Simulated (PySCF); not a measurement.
# H2LuO2 (Lu(OH)2+): the cost of one run

The runs use PySCF 2.14.0; PBE0, Lu lcecp-1-SVP with ECP60, O def2-SVP, H def2-SVP; scalar-relativistic core potentials, no spin–orbit coupling.

1 further run of the same task is left out (for a known fault of the program).

## Step 1: The system as given

5 atoms, charge 1, spin multiplicity 1.

Bond lengths: Lu1–O2 2.099 Å, Lu1–O4 2.099 Å, O2–H3 0.966 Å, O4–H5 0.966 Å. Angles: O2–Lu1–O4 131.8°, Lu1–O2–H3 158.8°, Lu1–O4–H5 158.8°.

Geometry (Å):

```xyz
5
H2LuO2
Lu    0.0000    0.0000    0.0000
O     1.9157    0.0000    0.8573
H     2.8753   -0.0906    0.9164
O    -1.9157    0.0000    0.8573
H    -2.8753    0.0906    0.9164
```

Formal oxidation states: Lu +3. Each metal's 14 4f electrons lie in its core potential, so multiplicities, spins and levels count the valence alone.

## Step 2: SCF at the start, singlet

Input file run.py (the lines that set the calculation):

```python
mol = gto.M(atom='''
Lu     0.00000     0.00000     0.00000
O      1.91570     0.00000     0.85730
H      2.87530    -0.09060     0.91640
O     -1.91570     0.00000     0.85730
H     -2.87530     0.09060     0.91640''',
    basis={'Lu': 'lcecp-1-SVP', 'O': 'def2-SVP', 'H': 'def2-SVP'},
    ecp={'Lu': 'lcecp-1-SVP'},
    charge=1, spin=0)
mf = dft.RKS(mol, xc='PBE0')
mf.grids.atom_grid = (50, 194)  # f atoms: unpruned, at least (60, 302)
mf = mf.density_fit()  # fitting sets: Lu AutoAux, O def2-universal-JKFIT, H def2-universal-JKFIT
mf.conv_tol = 1e-08; mf.max_cycle = 55
mf.kernel(dm0)  # dm0: free metal ions and neutral atoms
```

The run is started by

```
OMP_NUM_THREADS=2 python run.py
```

What time and memory should one allow on 2 threads of Arm Neoverse V1, shared host?

About 1.9 s, with a peak of 0.39 GiB.
